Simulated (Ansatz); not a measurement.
**H₇NOSi₃: how energies converge with the basis set**

One table from this session's results is given with a row withheld; the runs are named, their logs left out.

Method: one geometry, several basis sets; program: Ansatz 0.2.0, Gaussian basis.

Plan: PBE0-D4/def2-SVP; ωB97M-V/def2-SVP; PBE0-D4/def2-QZVPP; ωB97M-V/def2-QZVPP; the functionals' def2-TZVPP values are taken from earlier runs.

## Structure used throughout

The geometry comes from an earlier relaxation with PBE0-D4 in a triple-zeta def2 set; it is a stationary point, not always the lowest conformer.

SMILES `O[Si]N([SiH3])[SiH3]`, 12 atoms, charge 0, spin multiplicity 1.

Atoms are counted from 1 here; the program's logs count them from 0.

Bond lengths: O1–Si2 1.645 Å, O1–H6 0.964 Å, Si2–N3 1.759 Å, N3–Si4 1.742 Å, N3–Si5 1.752 Å, Si4–H7 1.485 Å, Si4–H8 1.485 Å, Si4–H9 1.490 Å, Si5–H10 1.487 Å, Si5–H11 1.487 Å, Si5–H12 1.484 Å. Angles: Si2–O1–H6 122.1°, O1–Si2–N3 105.0°, Si2–N3–Si4 128.3°, Si2–N3–Si5 115.3°, Si4–N3–Si5 116.4°, N3–Si4–H7 110.9°, N3–Si4–H8 110.9°, N3–Si4–H9 110.2°, H7–Si4–H8 108.9°, H7–Si4–H9 108.0°, H8–Si4–H9 108.0°, N3–Si5–H10 110.2°, N3–Si5–H11 110.3°, N3–Si5–H12 108.0°, H10–Si5–H11 108.2°, H10–Si5–H12 110.1°, H11–Si5–H12 110.1°.

The first run:

File in.yaml:

```yaml
crystal:
  periodic: [false, false, false]
  atoms:
    - {symbol: O, position_ang: [1.909421, 2.022222, 0.432699]}
    - {symbol: Si, position_ang: [0.378156, 2.013260, -0.168035]}
    - {symbol: N, position_ang: [-0.127848, 0.329669, -0.102416]}
    - {symbol: Si, position_ang: [0.775775, -1.048153, 0.463767]}
    - {symbol: Si, position_ang: [-1.749177, 0.011307, -0.683995]}
    - {symbol: H, position_ang: [2.346864, 1.216756, 0.730220]}
    - {symbol: H, position_ang: [0.954965, -2.045805, -0.621813]}
    - {symbol: H, position_ang: [0.086063, -1.699453, 1.606664]}
    - {symbol: H, position_ang: [2.127072, -0.621716, 0.924569]}
    - {symbol: H, position_ang: [-1.708865, -0.952656, -1.814968]}
    - {symbol: H, position_ang: [-2.579212, -0.578718, 0.398959]}
    - {symbol: H, position_ang: [-2.336213, 1.298187, -1.131650]}
basis:
  gaussian: {orbitals: def2-SVP}
hamiltonian: {xc: pbe0, dispersion: d4}
output: {orbitals: {seedname: orbitals}}
```

Started as:

```bash
$ ansatz run in.yaml --threads 4 --pin off --events-out ev --progress --plain --max-ram 10444MiB
```

Steps of the session up to this table: PBE0-D4 in def2-SVP; ωB97M-V in def2-SVP; PBE0-D4 in def2-QZVPP; ωB97M-V in def2-QZVPP.

One table of the session follows, with a row left open; its other results are not shown here.

It belongs to the step «Functionals by basis». 

| functional | basis | HOMO (eV) |
| --- | --- | --- |
| PBE0-D4 | def2-SVP | -6.89 |
| PBE0-D4 | def2-TZVPP | -6.99 |
| PBE0-D4 | def2-QZVPP | -7.01 |
| ωB97M-V | def2-SVP | -8.98 |
| ωB97M-V | def2-TZVPP | -9.12 |
| ωB97M-V | def2-QZVPP | ? |

**Question.** Estimate the row for ωB97M-V, def2-QZVPP.

As computed: HOMO (eV): -9.15. In the column «HOMO (eV)» it is the lowest.
